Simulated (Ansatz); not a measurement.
# GaP2H (triplet): the correlation ladder at a displaced geometry (v1), cc-pVDZ

The task here is to estimate one member of a computed series from the others.

Computed with Ansatz 0.2.0, Gaussian basis. Level: cc-pVDZ, core rule «outside noble gas», up to 24 orbitals frozen.

The runs, in order: UHF; CCSD(T) on ROHF; CCSD(T) on UHF; BCCD(T) on ROHF; CISD; CCSDT(Q) on ROHF; CCSDT(Q) on UHF.

38 further runs of the same task are left out: 10 for a known fault of the program, 15 that didn't finish, 13 set aside as unsound or not needed.

## The system

The geometry is a PBE0/def2-TZVP stationary point (not a proven minimum) with its atoms shifted at random (size 0.040 Å). No spin-orbit coupling is included. The filled d shell of Ga may be among the frozen orbitals whatever the setting's name suggests; the logs give the count.

4 atoms, charge 0, spin multiplicity 3.

Atoms are counted from 1 here; the program's logs count them from 0.

Bond lengths: Ga1–P2 2.389 Å, Ga1–H4 1.590 Å, P2–P3 1.958 Å. Angles: P2–Ga1–H4 118.5°, Ga1–P2–P3 90.0°.

The first run:

in.yaml reads:

```yaml
crystal:
  periodic: [false, false, false]
  atoms:
    - {symbol: Ga, position_ang: [-0.010385, -0.185200, 1.182026]}
    - {symbol: P, position_ang: [-0.011219, 1.038663, -0.869963]}
    - {symbol: P, position_ang: [0.036745, -0.642119, -1.873763]}
    - {symbol: H, position_ang: [-0.066031, 0.625251, 2.548833]}
basis:
  gaussian: {orbitals: cc-pVDZ}
magnetization: {spin_polarized: true, initial_magnetization: 2}
hamiltonian: {xc: hf}
output: {orbitals: {seedname: orbitals}}
```

Command:

```console
ansatz run in.yaml --threads 1 --pin off --events-out ev --progress --plain --max-ram 2393MiB
```

Among the steps run: UHF; CCSD(T) on ROHF; CCSD(T) on UHF; BCCD(T) on ROHF; CISD; CCSDT(Q) on ROHF; CCSDT(Q) on UHF.

One of the session's tables, all rows but one given; the rest of the session is left out.

It belongs to the step «Misses and costs». 

```
   method  from RCCSDT(Q) (kcal/mol)
     ROHF                    +197.35
      UHF                    +190.01
     RMP2                     +32.08
     UMP2                     +40.91
    RCCSD                     +10.89
    UCCSD                     +10.80
 RCCSD(T)                      +1.74
 UCCSD(T)                      +2.19
  BCCD(T)                      +1.69
   RCCSDT                      +0.90
   UCCSDT                          ?
RCCSDT(Q)                          0
UCCSDT(Q)                      -0.18
```

Q: Estimate the row for UCCSDT from the others.

The run gave: from RCCSDT(Q) (kcal/mol): +0.76. In the column «from RCCSDT(Q) (kcal/mol)» it lies between RCCSDT(Q) (0) and RCCSDT (+0.90).

Not comparable, so not listed: CISD (they don't share determinant, frozen orbitals or solution with the rows shown, or repeat one).

To keep in mind: Restricted and unrestricted rows rest on different reference determinants; where their highest levels disagree by more than a few hundredths of an eV, they describe different states and don't form one ladder.
